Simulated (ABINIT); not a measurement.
InH3:

```
In H
1.0
     2.97997    0.00000    0.00000
     0.00000    2.97997    0.00000
     0.00000    0.00000    5.65166
In H
1 3
Direct
  0.00000 0.00000 0.00000
  0.50000 0.00000 0.50000
  0.00000 0.50000 0.50000
  0.50000 0.50000 0.50000
```

The cell was built by a generator and needn't be a form met in nature.

Base run:

- Program: ABINIT 10.8.3 (patched build)
- Functional: PBEsol
- Potentials or basis: PseudoDojo NC SR PBEsol v0.4.1 standard
- Cutoff: 871 eV
- k mesh: 7 × 7 × 4
- Occupations: fermi-dirac, width 0.05 eV
- Spin: no spin polarisation

Its results: band gap on the k mesh none (metal or under the smearing width); pressure -8.0 GPa.

Problem. The run is repeated on the same cell with these changes: functional from PBEsol to LDA; potentials or basis from PseudoDojo NC SR PBEsol v0.4.1 standard to PseudoDojo NC SR LDA v0.4.1 standard; cutoff from 871 eV to 1007 eV. What comes out?

Solution. Band gap on the k mesh none (metal or under the smearing width); pressure -8.8 GPa.
